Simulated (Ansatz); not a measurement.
Crystal: GaNi3C.

```
CELL_PARAMETERS angstrom
3.77559 0.00000 0.00000
0.00000 3.77559 0.00000
0.00000 0.00000 3.77559
ATOMIC_POSITIONS crystal
Ga 0.50000 0.50000 0.50000
Ni 0.00000 0.00000 0.50000
Ni 0.00000 0.50000 0.00000
Ni 0.50000 0.00000 0.00000
C 0.00000 0.00000 0.00000
```

The cell comes from a database or a generator and needn't be the stable form of this composition.

```yaml
Program: Ansatz 0.2.0
Task: single point
Functional: PBE
Potentials_or_basis: Ansatz PAW
Cutoff: "420 eV (not typed: the program's choice for these potentials)"
k_mesh: 7 × 7 × 7
Occupations: fermi-dirac, width 0.05 eV
Spin: collinear spin, ferromagnetic start
Starting_moments: "[0.0, 1.0, 1.0, 1.0, 0.0] μB"
```

On this cell: pressure 1.3 GPa; largest force zero by symmetry; net moment 0.00 μB per cell; band gap on the k mesh none (metal or under the smearing width).

The same run follows on a disturbed copy (atoms moved at random, drawn with an rms of 0.05 Å):

```
Ga Ni C
1.0
     3.77559    0.00000    0.00000
     0.00000    3.77559    0.00000
     0.00000    0.00000    3.77559
Ga Ni C
1 3 1
Direct
  0.49877 0.50121 0.50781
  0.99042 0.98880 0.49827
  0.98723 0.48249 0.00623
  0.48901 0.00824 0.00147
  0.00267 0.98174 0.00275
```

Question: What does the disturbed cell give?

Answer: The energy (extrapolated to zero smearing) moves by +7.2 meV/atom; pressure 1.6 GPa; largest force 0.714 eV/Å; net moment 0.00 μB per cell; band gap on the k mesh none (metal or under the smearing width).

Forces in eV/Å, atoms in the order of the input:
```
Ga  -0.079 -0.116 -0.061
Ni   0.029 -0.066  0.326
Ni   0.048  0.262 -0.043
Ni   0.681 -0.171 -0.020
C   -0.679  0.090 -0.202
```

Stress tensor (GPa, compression positive):
```
 2.02  0.35 -0.03
 0.35  1.50 -0.05
-0.03 -0.05  1.23
```

Caveats: the starting moments weren't kept.
